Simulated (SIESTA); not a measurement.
**HPbNO4 in SIESTA: convergence with real-space mesh cutoff**

Input of the first run (real-space mesh cutoff 100 Ry); the others differ in this setting and in those tied to it:

File HPbNO4.fdf:

```
SystemName                      HPbNO4
SystemLabel                     HPbNO4
NumberOfSpecies                 4
NumberOfAtoms                   7
%block ChemicalSpeciesLabel
  1   1 H
  2  82 Pb
  3   7 N
  4   8 O
%endblock ChemicalSpeciesLabel

LatticeConstant                 1.0 Ang
%block LatticeVectors
     3.8570700000     0.0017800000    -0.0365800000
     0.1735300000     4.3343600000    -0.0164700000
     0.7580300000     0.8387300000     5.8766200000
%endblock LatticeVectors
AtomicCoordinatesFormat         Fractional
%block AtomicCoordinatesAndAtomicSpecies
     0.6151100000     0.8955900000     0.1984400000  1  H
     0.6459700000     0.4465100000     0.9168500000  2  Pb
     0.7147400000     0.2381000000     0.5005800000  3  N
     0.1695800000     0.4700700000     0.7776800000  4  O
     0.6291900000     0.9704500000     0.4984500000  4  O
     0.5642400000     0.9258300000     0.0384900000  4  O
     0.7802200000     0.4225000000     0.3195100000  4  O
%endblock AtomicCoordinatesAndAtomicSpecies

%block kgrid.MonkhorstPack
    7   0   0  0.0
    0   6   0  0.0
    0   0   5  0.0
%endblock kgrid.MonkhorstPack
XC.Functional                   GGA
XC.Authors                      PBE
PAO.BasisSize                   DZP
PAO.EnergyShift                 0.003 Ry
Mesh.Cutoff                     100 Ry
OccupationFunction              FD
ElectronicTemperature           0.05 eV
MaxSCFIterations                120
SCF.MustConverge                false
SCF.Mixer.Method                Pulay
SCF.Mixer.Weight                0.25
SCF.Mixer.History               8
SCF.DM.Tolerance                5.0e-05
SCF.H.Tolerance                 1.0e-03 eV
WriteForces                     true
Charge.Mulliken                 end
%block PAO.Basis
  Pb 4
  n=6 0 2
    6.167 0.000
  n=6 1 2
    8.915 0.000
  n=5 2 2
    4.155 0.000
  n=6 2 1
    8.915
%endblock PAO.Basis
Diag.ParallelOverK              true
```

Potentials or basis: PseudoDojo 0.4 standard (PBE files), DZP (energy shift 0.003 Ry; two zetas on semicore shells).

The run is started by

```console
$ mpirun -n 4 siesta HPbNO4.fdf > HPbNO4.out 2>&1
```

The cell was built by a generator and needn't be a form met in nature.

Hardware: 4 MPI ranks on Arm Neoverse N1 (shared host).

| real-space mesh cutoff | energy less the tightest run, at zero smearing (meV/atom) | pressure (GPa) | largest force (eV/Å) | SCF cycles | CPU time (s) |
| --- | --- | --- | --- | --- | --- |
| 100 Ry | 1.33 | 3.82 | 1.471 | 13 | 51 |
| 150 Ry | 2.89 | 3.65 | 1.523 | 13 | 58 |
| 200 Ry | 1.71 | 3.63 | 1.522 | 13 | 66 |
| 300 Ry | 0.84 | 3.65 | 1.522 | 13 | 79 |
| 400 Ry | 0.38 | 3.66 | 1.525 | 13 | 96 |
| 500 Ry | 0.20 | 3.66 | 1.524 | 13 | 120 |
| 700 Ry | 0.06 | 3.66 | 1.524 | 13 | 160 |
| 900 Ry | 0.02 | 3.66 | 1.524 | 13 | 220 |
| 1200 Ry | 0.00 | 3.66 | 1.523 | 13 | 300 |

Against the tightest run, the energy stays within 1 meV/atom from 300 Ry on; the pressure stays within 0.1 GPa from 150 Ry on; the largest force stays within 0.005 eV/Å from 150 Ry on. Values are those asked for, which the program may round to a finer grid. The tightest run that finished is the yardstick and may itself not be fully converged.

Caveat, for the tightest run too: the basis of atomic orbitals isn't converged, which shifts pressures, moduli and gaps; forces of over 1 eV/Å show positions far from the minimum, so gaps and moduli don't describe the material at rest.
